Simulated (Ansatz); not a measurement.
**SnH2Cl radical (SMILES [Cl][SnH2]): one structure at several levels**

The atoms stand at a structure displaced at random from a GFN2-xTB minimum. How far do the functionals agree with CCSD(T) there?

Program: Ansatz 0.2.0, Gaussian basis. Level of theory: single points in def2-TZVPP. These are calculated values, not measurements.

Correlated methods freeze the cores. Filled d shells of the heavier atoms are correlated. Core potentials replace the inner electrons past krypton, and spin-orbit coupling is left out. Orbitals are unrestricted.

**1. Where the work starts**

SMILES `[Cl][SnH2]`, 4 atoms, charge 0, spin multiplicity 2.

Atoms are counted from 1 here; the program's logs count them from 0.

Bond lengths: Cl1–Sn2 2.475 Å, Sn2–H3 2.011 Å, Sn2–H4 1.948 Å. Angles: Cl1–Sn2–H3 104.4°, Cl1–Sn2–H4 106.0°, H3–Sn2–H4 102.7°.

Coordinates:

```xyz
4
charge 0, multiplicity 2
Cl   -2.08160    0.46200   -0.59450
Sn    0.32720   -0.10580   -0.56030
H     0.47360   -1.58040    0.79990
H     1.21820    1.38340    0.32360
```

**2. CCSD(T)/def2-TZVPP**

Input file run/in.yaml:

```yaml
crystal:
  periodic: [false, false, false]
  atoms:
    - {symbol: Cl, position_ang: [-2.081600, 0.462000, -0.594500]}
    - {symbol: Sn, position_ang: [0.327200, -0.105800, -0.560300]}
    - {symbol: H, position_ang: [0.473600, -1.580400, 0.799900]}
    - {symbol: H, position_ang: [1.218200, 1.383400, 0.323600]}
basis:
  gaussian: {orbitals: def2-TZVPP}
magnetization: {spin_polarized: true, initial_magnetization: 1}
correlation: {method: ccsd_t}
scf: {omitted_lower_state_checks: [cluster_reference]}
output: {forces: true}
```

No record of the launch command was kept for these runs.

**3. PBE0-D4/def2-TZVPP**

Changes to run/in.yaml since step 2:

```diff
@@ -10,4 +10,3 @@
 magnetization: {spin_polarized: true, initial_magnetization: 1}
-correlation: {method: ccsd_t}
-scf: {omitted_lower_state_checks: [cluster_reference]}
-output: {forces: true}
+hamiltonian: {xc: pbe0, dispersion: d4}
+output: {forces: true, orbitals: {seedname: orbitals}}
```

**4. wB97M-V/def2-TZVPP**

Changes to run/in.yaml since step 3:

```diff
@@ -10,3 +10,3 @@
 magnetization: {spin_polarized: true, initial_magnetization: 1}
-hamiltonian: {xc: pbe0, dispersion: d4}
-output: {forces: true, orbitals: {seedname: orbitals}}
+hamiltonian: {xc: {name: wB97M-V}}
+output: {forces: true}
```

**5. r2SCAN-D4/def2-TZVPP**

Changes to run/in.yaml since step 4:

```diff
@@ -10,3 +10,3 @@
 magnetization: {spin_polarized: true, initial_magnetization: 1}
-hamiltonian: {xc: {name: wB97M-V}}
+hamiltonian: {xc: r2scan, dispersion: d4}
 output: {forces: true}
```

**6. PBE-D4/def2-TZVPP**

Changes to run/in.yaml since step 5:

```diff
@@ -10,3 +10,3 @@
 magnetization: {spin_polarized: true, initial_magnetization: 1}
-hamiltonian: {xc: r2scan, dispersion: d4}
+hamiltonian: {xc: pbe, dispersion: d4}
 output: {forces: true}
```

**7. B97M-V/def2-TZVPP**

Changes to run/in.yaml since step 6:

```diff
@@ -10,3 +10,3 @@
 magnetization: {spin_polarized: true, initial_magnetization: 1}
-hamiltonian: {xc: pbe, dispersion: d4}
+hamiltonian: {xc: {name: B97M-V}}
 output: {forces: true}
```

**8. r2SCAN0-D4/def2-TZVPP**

Changes to run/in.yaml since step 7:

```diff
@@ -10,3 +10,3 @@
 magnetization: {spin_polarized: true, initial_magnetization: 1}
-hamiltonian: {xc: {name: B97M-V}}
+hamiltonian: {xc: {name: r2SCAN0}, dispersion: d4}
 output: {forces: true}
```

(Steps that only read results are left out.)

**Question.** What will these runs give? Wanted: energy less free atoms, CCSD(T)/def2-TZVPP; RMS force component; RMS force error; HOMO and LUMO, PBE0-D4; T1 diagnostic.

The runs gave:

| quantity | value |
| --- | --- |
| energy less free atoms, CCSD(T)/def2-TZVPP | -174.6 kcal/mol |
| RMS force component | 0.848 to 1.137 eV/Å over the methods |
| RMS force error | PBE0-D4 0.087, wB97M-V 0.026, r2SCAN-D4 0.128, PBE-D4 0.282, B97M-V 0.194, r2SCAN0-D4 0.021 eV/Å |
| HOMO and LUMO, PBE0-D4 | -7.22 and -4.46 eV |
| T1 diagnostic | 0.019 |

**Reading.** Against CCSD(T) the functionals' energies less atoms differ by -19.2 to -4.9 kcal/mol, PBE-D4 by -11.8 kcal/mol. CCSD(T) in triple zeta still lacks some correlation energy of the bonds, so part of these gaps is its own basis error and they don't rank the functionals. The forces of r2SCAN0-D4 come nearest to CCSD(T), those of PBE-D4 are farthest. Frozen-core CCSD(T) forces in triple zeta carry basis errors of their own, and this is one geometry, so small gaps rank nothing.
